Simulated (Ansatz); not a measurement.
# Lu (bcc type): the cost of one run

Computed with Ansatz 0.2.0 (DFT PBEsol, with the methods named in each step, unless a step's input says otherwise).

This is Lu in the bcc structure; at room conditions it is hcp.

## Step 1: The starting structure

It takes space group Im-3m (No. 229, cubic). The conventional cell has a = 3.821 Å, b = 3.821 Å, c = 3.821 Å, α = 90.00°, β = 90.00°, γ = 90.00°. Lu (site symmetry m-3m) is surrounded by 8 Lu at 3.31 Å.

As a file:

```cif
data_structure
_symmetry_space_group_name_H-M 'Im-3m'
_symmetry_Int_Tables_number 229
_cell_length_a 3.8207
_cell_length_b 3.8207
_cell_length_c 3.8207
_cell_angle_alpha 90.000
_cell_angle_beta 90.000
_cell_angle_gamma 90.000
_cell_volume 55.77
loop_
_atom_site_label
_atom_site_type_symbol
_atom_site_symmetry_multiplicity
_atom_site_Wyckoff_symbol
_atom_site_fract_x
_atom_site_fract_y
_atom_site_fract_z
_atom_site_occupancy
Lu1 Lu 2 a 0.00000 0.00000 0.00000 1
```

The file gives the conventional cell by its symmetry; the runs use the cell typed in the input.

Whether this phase is the stable one at these pressures isn't tested.

## Step 2: The reference volume, LAPW

File input.yaml:

```yaml
crystal:
  lattice:
    - [-1.9103399546, 1.9103399546, 1.9103399546]
    - [1.9103399546, -1.9103399546, 1.9103399546]
    - [1.9103399546, 1.9103399546, -1.9103399546]
  atoms:
    - { symbol: Lu, position: [0.0, 0.0, 0.0] }
kpoints:
  mp_grid: { grid: [16, 16, 16] }
  band_path:
    path:
      - [0.0, 0.0, 0.0]
      - [0.5, -0.5, 0.5]
      - [0.0, 0.0, 0.5]
      - [0.0, 0.0, 0.0]
      - [0.25, 0.25, 0.25]
      - [0.5, -0.5, 0.5]
      - [0.25, 0.25, 0.25]
      - [0.0, 0.0, 0.5]
    npoints: 14
scf:
  occupations: { method: fermi_dirac, width: 0.05 }
hamiltonian:
  xc: pbesol
  pseudopotentials: { kind: all_electron, lapw: { basis_error: 0.001 } }
output:
  forces: true
  stress: true
  eigenvalues: true
  populations: true
  dos: { projected: true, de: 0.2, e_range: [-14, 8] }
```

Run with:

```console
ansatz run input.yaml --threads 1 --pin off --max-ram 2048MiB --backend cpu --events-out ev --progress --plain --runs-dir out
```

Q: Estimate wall time and peak memory on 1 thread of Intel Xeon Platinum 8259CL at 2.50GHz (Skylake/Cascade Lake), shared host.

About 18 s, with a peak of 0.39 GiB.
